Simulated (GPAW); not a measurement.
The system is GaGe3.

```xyz
4
Lattice="0.0000 3.3872 3.3872 3.3872 0.0000 3.3872 3.3872 3.3872 0.0000" Properties=species:S:1:pos:R:3 pbc="T T T"
Ge    3.3872    3.3872    3.3872
Ge    5.0808    5.0808    5.0808
Ge    1.6936    1.6936    1.6936
Ga    0.0000    0.0000    0.0000
```

The cell comes from a database or a generator and needn't be the stable form of this composition.

| Quantity | Value |
| --- | --- |
| Program | GPAW 26.7.0 |
| Task | single point |
| Functional | PBEsol |
| Potentials or basis | PAW data sets generated in the run's folder for this functional |
| Cutoff | 600 eV |
| Basis | pw |
| k mesh | 7 × 7 × 7 |
| Occupations | fermi-dirac, width 0.05 eV |
| Spin | no spin polarisation |

On this cell: pressure -4.1 GPa; largest force zero by symmetry; band gap on the k mesh none (metal or under the smearing width).

The same run follows on a disturbed copy (atoms moved at random, drawn with an rms of 0.05 Å):

```xyz
4
Lattice="0.0000 3.3872 3.3872 3.3872 0.0000 3.3872 3.3872 3.3872 0.0000" Properties=species:S:1:pos:R:3 pbc="T T T"
Ge    3.3730    3.3939    3.4160
Ge    5.0738    5.0998    5.1187
Ge    1.7175    1.6971    1.7076
Ga   -0.0238    0.0694   -0.0266
```

Question: What does the disturbed cell give?

Answer: The energy (extrapolated to zero smearing) moves by +2.1 meV/atom; pressure -4.1 GPa; largest force 0.167 eV/Å; band gap on the k mesh none (metal or under the smearing width).

Forces on the atoms (eV/Å):
```
Ge   0.020  0.029 -0.027
Ge   0.009  0.020 -0.058
Ge  -0.078  0.066 -0.026
Ga   0.049 -0.115  0.110
```

Stress tensor (GPa, compression positive):
```
-4.07  0.00  0.03
 0.00 -4.04 -0.09
 0.03 -0.09 -4.04
```
